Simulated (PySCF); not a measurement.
Molecule: SiClH3, in a box.

```
Si Cl H
1.0
    12.00000    0.00000    0.00000
     0.00000   12.00000    0.00000
     0.00000    0.00000   12.00000
Si Cl H
1 1 3
Direct
  0.45477 0.46540 0.51008
  0.61730 0.42105 0.54015
  0.38487 0.42315 0.60258
  0.41955 0.41504 0.40308
  0.44821 0.58846 0.50393
```

Base run:

| Item | Value |
| --- | --- |
| Program | PySCF 2.14.0 |
| Functional | N12 |
| Potentials or basis | def2-svp (all-electron) |
| k mesh | 1 × 1 × 1 |
| Occupations | fixed |
| Spin | no spin polarisation |

Its results: gap between the frontier levels 6.92 eV.

Task: After a change of settings the same cell gave: gap between the frontier levels 6.86 eV. Which change was it?
A. functional from N12 to SCAN; dispersion from none to D4
B. functional from N12 to r2SCAN50; dispersion from none to D3(BJ)
C. functional from N12 to BHandHLYP; dispersion from none to D3
D. functional from N12 to PBE

Result: D.

Caveats: this is a molecule in a periodic box at the Γ point, so its band gap is the HOMO-LUMO gap; the basis of atomic orbitals isn't converged, which shifts pressures, moduli and gaps.
